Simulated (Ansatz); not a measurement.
# Si72O144, 216 atoms: a scaling test

Aim: measure how long a single point at r2SCAN takes on Si72O144, and how the time changes with the share of the machine.

Program: Ansatz 0.2.0 (single point, r2SCAN, plane waves PAW). Host: AMD EPYC 7R13 (Zen 3), 96 cores, 96 hardware threads, 1656 GiB, 8 × H100 80GB HBM3, 81559 MiB; it was booked for these runs alone, one at a time. Each run is timed once from launch to exit, start-up included.

**1. The system**

The cell holds 216 atoms in 3231 Å³, 3×3×4 copies of a database cell, with the atoms displaced at random so that no symmetry is left.

**2. First run**

The input, input.yaml:

```yaml
crystal:
  lattice:
    - [-7.431870, 7.431870, 10.967013]
    - [7.431870, -7.431870, 10.967013]
    - [9.909160, 9.909160, -14.622684]
  atoms:
    - { symbol: Si, position: [0.006157, -0.001745, 0.000780] }
    - { symbol: Si, position: [0.250386, 0.085533, 0.122231] }
    - { symbol: O, position: [0.123908, 0.071950, 0.084574] }
    - { symbol: O, position: [0.321707, 0.206984, 0.211130] }
    - { symbol: O, position: [0.257017, 0.042778, 0.037222] }
    - { symbol: O, position: [0.283246, 0.012540, 0.162530] }
    - { symbol: Si, position: [-0.001957, 0.000707, 0.250454] }
    - { symbol: Si, position: [0.250139, 0.081083, 0.375378] }
    - { symbol: O, position: [0.120951, 0.077730, 0.334197] }
    - { symbol: O, position: [0.323385, 0.208384, 0.462129] }
    - { symbol: O, position: [0.258755, 0.042938, 0.281125] }
    - { symbol: O, position: [0.291051, 0.008642, 0.412190] }
# [... 200 more atoms ...]
    - { symbol: O, position: [0.789677, 0.740933, 0.837512] }
    - { symbol: O, position: [0.993385, 0.876054, 0.963774] }
    - { symbol: O, position: [0.924041, 0.707326, 0.789594] }
    - { symbol: O, position: [0.961483, 0.677263, 0.912226] }
kpoints:
  mp_grid: { grid: [1, 1, 1] }
hamiltonian:
  xc: r2scan
  pseudopotentials: { azcp: { folder: soft_1 } }
scf:
  occupations: { method: fixed }
output: { forces: true }
```

Command:

```bash
$ ansatz run input.yaml --backend cuda --devices 0,1,2,3,4,5,6,7 --events-out ev --progress --plain --runs-dir out
```

**3. On 1 GPU, 48 threads**

input.yaml is that of step 2.

(Steps that only read results are left out.)

Q: Predict the timings and the best choice. Wanted: reference; fastest over GPUs; speed-up from 1 to 8 GPUs.

As calculated:

```
                 quantity                        value
                reference  9.7 s on 8 GPUs, 48 threads
        fastest over GPUs                     5 s on 1
speed-up from 1 to 8 GPUs         0.51 (6 % efficient)
```

**Reading.** 8 GPUs are no faster than 1: the job is too small for them. The figures hold for this build, input and host.
